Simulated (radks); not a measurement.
**Sr with its nuclear charge varied continuously**

An exercise on one series of results from a longer session: the logs are not shown, and one member is left open.

Program: radks (a radial shooting solver on a logarithmic mesh, Libxc functionals) version 1. Level of theory: scalar-relativistic Kohn-Sham, PBE, spin-polarised, spherical densities, point nucleus. These are calculated values, not measurements, unless marked.

## What is computed

* element: strontium (Z = 38)
* charge: 0
* electrons: 38
* configuration: [Kr] 5s2

Outer shells as boxes (Hund's rule):

Sr
```
[Kr] core
5s [↑↓]
```

The first run:

Settings of this run:

```text
Z 38
configuration [Kr] 5s2
relativity scalar-relativistic
functional pbe,pbe
spin polarised
nucleus point
c 137.035999084
```

Steps of the session up to this table: Z = 38.

One table of the session follows, with a row left open; its other results are not shown here.

It belongs to the step «Z = 38». From the orbitals of this run (lengths in bohr):

| level | <r> | outermost maximum (interpolated) | 90 % within | nodes |
| --- | --- | --- | --- | --- |
| 2s | 0.1725 | 0.145 | 0.267 | 1 |
| 2p | 0.1504 | 0.116 | 0.245 | 0 |
| 3s | 0.4920 | 0.436 | 0.730 | 2 |
| 3p | 0.4985 | 0.431 | 0.757 | 1 |
| 3d | 0.4983 | 0.377 | 0.808 | 0 |
| 4s | ? | ? | ? | ? |
| 4p | 1.567 | 1.33 | 2.35 | 2 |
| 5s | 4.333 | 3.70 | 6.43 | 4 |

**Question.** Estimate the row for 4s.

**Answer.** <r>: 1.357; outermost maximum (interpolated): 1.19; 90 % within: 1.99; nodes: 3. In the column «<r>» it lies between 3p (0.4985) and 4p (1.567).

To keep in mind: At Z = 38 the central difference of E is -201.878 hartree, against -201.505 from the Hellmann-Feynman theorem; the scalar-relativistic energy here is not variational, so the two differ by a part that grows with Z.
